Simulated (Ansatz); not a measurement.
# GePH₃+ (quartet): from Hartree-Fock to the top rungs, cc-pVTZ

The task here is to estimate one member of a computed series from the others.

The runs use Ansatz 0.2.0, Gaussian basis; cc-pVTZ, core rule «outside noble gas», up to 19 orbitals frozen.

The runs, in order: UHF; CCSD(T) on ROHF; CCSD(T) on UHF; BCCD(T) on ROHF; CCSDT(Q) on ROHF; CCSDT(Q) on UHF.

9 further runs of the same task are left out: 2 for a known fault of the program, 1 that didn't finish, 6 set aside as unsound or not needed. Runs told in other sessions of the task aren't counted.

## The system

The geometry is a PBE0/def2-TZVP stationary point (not a proven minimum) of the parent state, kept for this charge and spin. No spin-orbit coupling is included. The filled d shell of Ge may be among the frozen orbitals whatever the setting's name suggests.

5 atoms, charge 1, spin multiplicity 4.

Atoms are counted from 1 here; the program's logs count them from 0.

Bond lengths: Ge1–P2 2.312 Å, Ge1–H3 1.539 Å, Ge1–H4 1.539 Å, Ge1–H5 1.539 Å. Angles: P2–Ge1–H3 110.1°, P2–Ge1–H4 110.1°, P2–Ge1–H5 110.1°, H3–Ge1–H4 108.8°, H3–Ge1–H5 108.8°, H4–Ge1–H5 108.8°.

The first run:

Input file in.yaml:

```yaml
crystal:
  periodic: [false, false, false]
  atoms:
    - {symbol: Ge, position_ang: [-0.656484, -0.004808, 0.000881]}
    - {symbol: P, position_ang: [1.655316, 0.012124, -0.002222]}
    - {symbol: H, position_ang: [-1.195968, 1.436850, 0.003923]}
    - {symbol: H, position_ang: [-1.178396, -0.733455, 1.252326]}
    - {symbol: H, position_ang: [-1.181787, -0.729442, -1.251475]}
basis:
  gaussian: {orbitals: cc-pVTZ}
total_charge: 1
magnetization: {spin_polarized: true, initial_magnetization: 3}
hamiltonian: {xc: hf}
output: {orbitals: {seedname: orbitals}}
```

The run is started by

```
$ ansatz run in.yaml --threads 1 --pin off --events-out ev --progress --plain --max-ram 4096MiB --backend cpu
```

Among the steps run: UHF; CCSD(T) on ROHF; CCSD(T) on UHF; BCCD(T) on ROHF; CCSDT(Q) on ROHF; CCSDT(Q) on UHF.

One of the session's tables, all rows but one given; the rest of the session is left out.

It belongs to the step «Misses and costs». 

| method | from UCCSDT(Q) (meV) |
| --- | --- |
| ROHF | +6695.7 |
| UHF | ? |
| RMP2 | +1362.2 |
| UMP2 | +1357.0 |
| RCCSD | +280.6 |
| UCCSD | +277.3 |
| RCCSD(T) | +53.0 |
| UCCSD(T) | +50.5 |
| BCCD(T) | +52.5 |
| RCCSDT | +12.1 |
| UCCSDT | +9.4 |
| RCCSDT(Q) | +3.1 |
| UCCSDT(Q) | 0 |

Estimate the missing values for UHF.

As computed: from UCCSDT(Q) (meV): +6652.9. In the column «from UCCSDT(Q) (meV)» it lies between RMP2 (+1362.2) and ROHF (+6695.7).

Caveats from the session: Restricted and unrestricted rows rest on different reference determinants; a gap between their highest levels can come from leftover correlation error, from unlike frozen cores or from another state.
